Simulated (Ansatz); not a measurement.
# Al16W: the cost of one run

Method: DFT PBE, plane waves, PAW, scalar-relativistic, no spin polarisation, in Ansatz 0.2.0.

## Step 1: The structure to begin with

The cell holds 17 atoms (Al16W): a = 8.100 Å, b = 5.728 Å, c = 16.296 Å, α = 90.00°, β = 90.00°, γ = 90.00°.

Its coordinates follow in the input file.

## Step 2: Relaxing end A

Contents of input.yaml:

```yaml
crystal:
  lattice:
    - [8.1, 0.0, 0.0]
    - [0.0, 5.727565, 0.0]
    - [0.0, 0.0, 16.295674]
  atoms:
    - { symbol: Al, position: [0.25, 0.25, 0.061366] }
    - { symbol: Al, position: [0.75, 0.25, 0.061366] }
    - { symbol: Al, position: [0.25, 0.75, 0.061366] }
    - { symbol: Al, position: [0.75, 0.75, 0.061366] }
    - { symbol: Al, position: [0.0, 0.0, 0.1492354] }
    - { symbol: Al, position: [0.5, 0.0, 0.1492354] }
    - { symbol: Al, position: [0.0, 0.5, 0.1492354] }
    - { symbol: Al, position: [0.5, 0.5, 0.1492354] }
    - { symbol: Al, position: [0.25, 0.25, 0.2371048] }
    - { symbol: Al, position: [0.75, 0.25, 0.2371048] }
    - { symbol: Al, position: [0.25, 0.75, 0.2371048] }
    - { symbol: Al, position: [0.75, 0.75, 0.2371048] }
    - { symbol: Al, position: [0.0, 0.0, 0.3249742] }
    - { symbol: Al, position: [0.5, 0.0, 0.3249742] }
    - { symbol: Al, position: [0.0, 0.5, 0.3249742] }
    - { symbol: Al, position: [0.5, 0.5, 0.3249742] }
    - { symbol: W, position: [0.4933129, 0.2479453, 0.4808438] }
basis:
  ecutwfc: 420.0
kpoints:
  mp_grid: { grid: [2, 3, 1] }
hamiltonian:
  xc: pbe
  pseudopotentials: { kind: paw, azcp: { folder: soft_1 } }
scf:
  occupations: { method: gaussian, width: 0.15 }
  lower_state_search: "off"
relax:
  f_tol: 0.03
  max_steps: 60
  adjacent_minimum: "off"
  constraints: [{ sites: [0, 1, 2, 3] }]
```

Run with:

```sh
ansatz run input.yaml --threads 1 --pin off --max-ram 3072MiB --backend cpu --events-out ev --progress --plain --runs-dir out
```

What time and memory should one allow on 1 thread of Arm Neoverse V1, shared host?

About 6.8 min, with a peak of 0.69 GiB.
